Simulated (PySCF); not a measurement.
# [Er(SH)2]+: other functionals and bases at one geometry

Aim: see how levels, charges and forces of [Er(SH)2]+ depend on the level of theory. The species was built from a template and needn't be a known compound.

Method: several levels, as the steps say, no spin–orbit coupling; program: PySCF 2.14.0.

3 further runs of the same task are left out: 2 for a known fault of the program, 1 that didn't finish.

## Step 1: The system as given

5 atoms, charge 1, spin multiplicity 1.

Bond lengths: Er1–S2 2.458 Å, Er1–S4 2.458 Å, S2–H3 1.356 Å, S4–H5 1.356 Å. Angles: S2–Er1–S4 112.0°, Er1–S2–H3 98.3°, Er1–S4–H5 98.3°.

Geometry (Å):

| atom | x (Å) | y (Å) | z (Å) |
| --- | --- | --- | --- |
| Er1 | -1.4914 | 0.0000 | 0.0000 |
| S2 | -0.1164 | 0.3772 | 2.0020 |
| H3 | 1.1047 | 0.2686 | 1.4228 |
| S4 | -0.1164 | -0.3772 | -2.0020 |
| H5 | 1.1047 | -0.2686 | -1.4228 |

Formal oxidation states: Er +3. Each metal's 11 4f electrons lie in its core potential, so multiplicities, spins and levels count the valence alone. An earlier session relaxed this geometry at PBE0, Er lcecp-1-SVP with ECP57, S def2-SVP, H def2-SVP (singlet, point group C2v).

At PBE0 on the finer grid: E = -835.125795 Eh, HOMO -12.28 eV, LUMO -7.66 eV, Mulliken charge on Er1 +1.10 e, largest force component 0.005 eV/Å. 

Levels to run: BP86; wB97X; TPSSh; B3LYP; PBE0, TZVP. Hardware: 2 threads of Arm Neoverse V1, shared host.

## Step 2: BP86

Input file run.py (the lines that set the calculation):

```python
mol = gto.M(atom='''
Er    -1.49136     0.00000     0.00000
S     -0.11645     0.37722     2.00197
H      1.10466     0.26855     1.42282
S     -0.11645    -0.37722    -2.00197
H      1.10466    -0.26855    -1.42282''',
    basis={'Er': 'lcecp-1-SVP', 'S': 'def2-SVP', 'H': 'def2-SVP'},
    ecp={'Er': 'lcecp-1-SVP'},
    charge=1, spin=0)
mf = dft.RKS(mol, xc='B88,P86')
mf.grids.atom_grid = (75, 302)  # f atoms: unpruned, at least (60, 302)
mf = mf.density_fit()  # fitting sets: Er AutoAux, S def2-universal-JKFIT, H def2-universal-JKFIT
mf.conv_tol = 1e-08; mf.max_cycle = 55
mf.kernel(dm0)  # dm0: the density of the relaxed state
```

Started as:

```
$ OMP_NUM_THREADS=2 python run.py
```

## Step 3: wB97X

Edit run.py (the lines that set the calculation) of step 2 so:

```diff
@@ -9,3 +9,3 @@
     charge=1, spin=0)
-mf = dft.RKS(mol, xc='B88,P86')
+mf = dft.RKS(mol, xc='WB97X')
 mf.grids.atom_grid = (75, 302)  # f atoms: unpruned, at least (60, 302)
```

## Step 4: TPSSh

Edit run.py (the lines that set the calculation) of step 3 so:

```diff
@@ -9,3 +9,3 @@
     charge=1, spin=0)
-mf = dft.RKS(mol, xc='WB97X')
+mf = dft.RKS(mol, xc='TPSSH')
 mf.grids.atom_grid = (75, 302)  # f atoms: unpruned, at least (60, 302)
```

## Step 5: B3LYP

Edit run.py (the lines that set the calculation) of step 4 so:

```diff
@@ -9,3 +9,3 @@
     charge=1, spin=0)
-mf = dft.RKS(mol, xc='TPSSH')
+mf = dft.RKS(mol, xc='B3LYP')
 mf.grids.atom_grid = (75, 302)  # f atoms: unpruned, at least (60, 302)
```

## Step 6: PBE0, TZVP

Basis: Er lcecp-1-TZVP with ECP57, S def2-TZVP, H def2-TZVP. 

Input file run.py (the lines that set the calculation):

```python
mol = gto.M(atom='''
Er    -1.49136     0.00000     0.00000
S     -0.11645     0.37722     2.00197
H      1.10466     0.26855     1.42282
S     -0.11645    -0.37722    -2.00197
H      1.10466    -0.26855    -1.42282''',
    basis={'Er': 'lcecp-1-TZVP', 'S': 'def2-TZVP', 'H': 'def2-TZVP'},
    ecp={'Er': 'lcecp-1-TZVP'},
    charge=1, spin=0)
mf = dft.RKS(mol, xc='PBE0')
mf.grids.atom_grid = (75, 302)  # f atoms: unpruned, at least (60, 302)
mf = mf.density_fit()  # fitting sets: Er AutoAux, S def2-universal-JKFIT, H def2-universal-JKFIT
mf.conv_tol = 1e-08; mf.max_cycle = 55
mf.kernel(dm0)  # dm0: free metal ions and neutral atoms
```

Before running it: what results should come out? Wanted: for each run, HOMO; gap; charge on Er1; dipole; largest force.

The runs gave:

| level | state | HOMO (eV) | gap (eV) | charge on Er1 (e) | dipole (D) | largest force (eV/Å) | basis functions | time |
| --- | --- | --- | --- | --- | --- | --- | --- | --- |
| PBE0 (relaxed here) | singlet | -12.28 | 4.62 | 1.10 | 3.47 | 0.01 | 79 | 7 s |
| BP86 | singlet | -11.28 | 2.97 | 0.98 | 2.91 | 0.28 | 79 | 3.3 s |
| wB97X | singlet | -14.52 | 8.81 | 1.14 | 4.08 | 0.13 | 79 | 3.7 s |
| TPSSh | singlet | -11.69 | 3.79 | 1.13 | 3.47 | 0.26 | 79 | 3.9 s |
| B3LYP | singlet | -12.00 | 4.03 | 1.04 | 3.35 | 0.29 | 79 | 2.7 s |
| PBE0, TZVP | singlet | -12.19 | 4.61 | 1.42 | 3.75 | 0.21 | 133 | 7.6 s |

Times are on 2 threads of Arm Neoverse V1, shared host; the first row also made further properties. The dipole of a charged species depends on the origin, so these sizes hold for this origin alone.

In one basis the HOMO–LUMO gap runs from 2.97 eV (BP86) to 8.81 eV (wB97X). The largest leftover force, 0.29 eV/Å with B3LYP, stands at a geometry relaxed at another level. The Mulliken charge on Er spans +0.98 to +1.42 e over the levels. With 4f in the core, its levels are missing from HOMO and gap. Total energies of different levels can't be compared. Spin–orbit coupling is left out throughout.
